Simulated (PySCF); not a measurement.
# C3H6ClFO2S: the cost of one run

Programs: PySCF 2.14.0, with routines of our own; each step states its level. All values are computed. Atoms count from 0.

### Step 1. The system as given

14 atoms, charge 0, multiplicity 1; geometry from: GFN2-xTB.

### Step 2. Magnetic properties: GIAO HF/pcSseg-1

What the job is given:

```
{"job": {"kind": "mag", "xc": "HF", "basis": "pcSseg-1", "isotopologues": 2}, "charge": 0, "multiplicity": 1}
C     -1.561266     0.580863     0.273670
C     -0.857422    -0.534184    -0.487161
C      0.455240    -0.886124     0.163085
F      1.092628    -1.894409    -0.478447
S      1.562379     0.581755    -0.018190
O      1.485022     1.089392    -1.346472
O      1.358318     1.478247     1.073481
Cl     3.402675    -0.227012     0.224298
H     -0.941381     1.472453     0.301835
H     -2.500587     0.824442    -0.215086
H     -1.774857     0.276410     1.295761
H     -1.483895    -1.430103    -0.527675
H     -0.645035    -0.217007    -1.510535
H      0.407502    -1.115195     1.229269
```

With the program's defaults for keys left out, this is: GIAO HF/pcSseg-1 magnetisability, rotational g tensor and spin-rotation constants, non-relativistic, gas phase.

Launch:

```
$ OMP_NUM_THREADS=1 python excited_run.py task.json out
```

The driver reads the jobs from task.json and runs them one after another.

Q: Estimate the wall time and peak memory of this first job on 1 thread of Arm Neoverse N1, shared host.

About 27 s, with a peak of 0.78 GiB.
